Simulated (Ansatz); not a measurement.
## Sn, space group I4_1/amd: a phonon calculation by linear response

Program: the Python package of Ansatz (0.2.0).

The script reads `sn.extxyz`:
```text
2
Lattice="-2.91964407 2.91964407 1.5938 2.91964407 -2.91964407 1.5938 2.91964407 2.91964407 -1.5938" Properties=species:S:1:pos:R:3 pbc="T T T"
Sn    0.00000000    0.00000000    0.00000000
Sn    0.00000000    2.91964407    0.79690000
```

The script, `dfpt_sn.py`:
```python
'''DFPT phonons of Sn.'''

from pathlib import Path

import ansatz
import numpy as np


def main() -> None:
    system = ansatz.Crystal.from_extxyz('sn.extxyz')

    base = system.calculation()
    base = base.pseudopotentials('paw')
    base = base.functional('lda')
    base = base.basis(19 * ansatz.Ha)
    base = base.occupations('fermi_dirac', width=0.15)
    base = base.scf(max_iterations=65)
    base = base.kpoints(12, 12, 12)
    base = base.phonons('dfpt')
    res = base.run(runs_dir='runs')
    ph = res.phonons

    print('Gamma modes (1/cm):', ' '.join(f'{w:.1f}' for w in ph.gamma_omega_inv_cm))
    print('in meV:', ' '.join(f'{w * 0.1239842:.2f}' for w in ph.gamma_omega_inv_cm))


if __name__ == '__main__':
    main()
```

```console
$ python dfpt_sn.py
Gamma modes (1/cm): 0.0 0.0 0.0 44.0 124.0 124.0
in meV: 0.00 0.00 0.00 5.46 15.37 15.37
```

The cell isn't relaxed first, so the values belong to this volume. A Fermi-Dirac width this large means warm electrons, whose thermal share enters the free energy. The structure is taken as given; imaginary modes can come from an unrelaxed or unstable start. Phonons of metals also depend on mesh and smearing. Wall time of the script: 94 s on 1 thread of Arm Neoverse V2, on a shared host, peak memory 1.4 GiB.
